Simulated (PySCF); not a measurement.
**C₄H₁₀OSSi: electronic excitations**

Wanted: the electronic excitations of C₄H₁₀OSSi (`C=C[Si@@H](S)OCC`), by calculation.

Programs: PySCF 2.14.0, with density-fitted response routines of our own. Each step states its level of theory. These are calculated values for one molecule in the gas phase, unless marked as measured. Atoms are numbered from 0 throughout.

### Step 1. The molecule as given

17 atoms, charge 0, multiplicity 1; geometry from: GFN2-xTB.

Bonds of the start (Å): C0–C1 1.32, C1–Si2 1.87, Si2–S3 2.17, Si2–O4 1.62, O4–C5 1.40, C5–C6 1.52, C0–H7 1.08, C0–H8 1.08, C1–H9 1.08, Si2–H10 1.46, S3–H11 1.33, C5–H12 1.10, C5–H13 1.10, C6–H14 1.09, C6–H15 1.09, C6–H16 1.09.

### Step 2. TDDFT and polarisability: CAM-B3LYP/def2-SVPD

Job settings and geometry (Å):

```
{"job": {"kind": "uv", "xc": "CAM-B3LYP", "basis": "def2-SVPD", "nstates": 8, "ntriplets": 3}, "charge": 0, "multiplicity": 1}
C     -3.395738    -0.440200     0.363016
C     -2.096509    -0.681992     0.308183
Si    -0.827773     0.564015    -0.282669
S     -0.790860     2.353329     0.942852
O      0.554465    -0.255643    -0.112646
C      1.883287     0.187126    -0.215868
C      2.789559    -0.742536     0.574678
H     -3.805930     0.514063     0.075332
H     -4.108932    -1.176549     0.700157
H     -1.729610    -1.655348     0.607906
H     -1.040957     1.125973    -1.610210
H     -0.594269     1.727430     2.094358
H      2.167630     0.191392    -1.274363
H      1.961069     1.212717     0.163806
H      2.514881    -0.726119     1.626198
H      2.689182    -1.759873     0.205933
H      3.823508    -0.425756     0.472890
```

Method: TDDFT CAM-B3LYP/def2-SVPD, vertical, gas phase, core orbitals frozen in the response.

Launch:

```sh
OMP_NUM_THREADS=1 python probes_run.py task.json out
```

The driver reads the jobs from task.json and runs them one after another.

Predict these results of the whole session: lowest singlet (CAM-B3LYP/def2-SVPD); brightest single state of those computed; lowest triplet; surface potential, 1st and 99th percentile.

**Answer**, as computed:

| quantity | value |
| --- | --- |
| lowest singlet (CAM-B3LYP/def2-SVPD) | 6.10 eV (203 nm), f = 0.062 |
| brightest single state of those computed | state 7, 7.45 eV, f = 0.199 |
| lowest triplet | 4.23 eV |
| surface potential, 1st and 99th percentile | -0.88 V and 1.06 V |

The first singlet state (HOMO→LUMO 0.86) lies at 6.10 eV and is bright; of the 8 states computed, the strongest absorption comes from state 7 at 7.45 eV. The lowest triplet lies 1.87 eV below the lowest singlet (triplets in Tamm-Dancoff, singlets in full TDDFT).
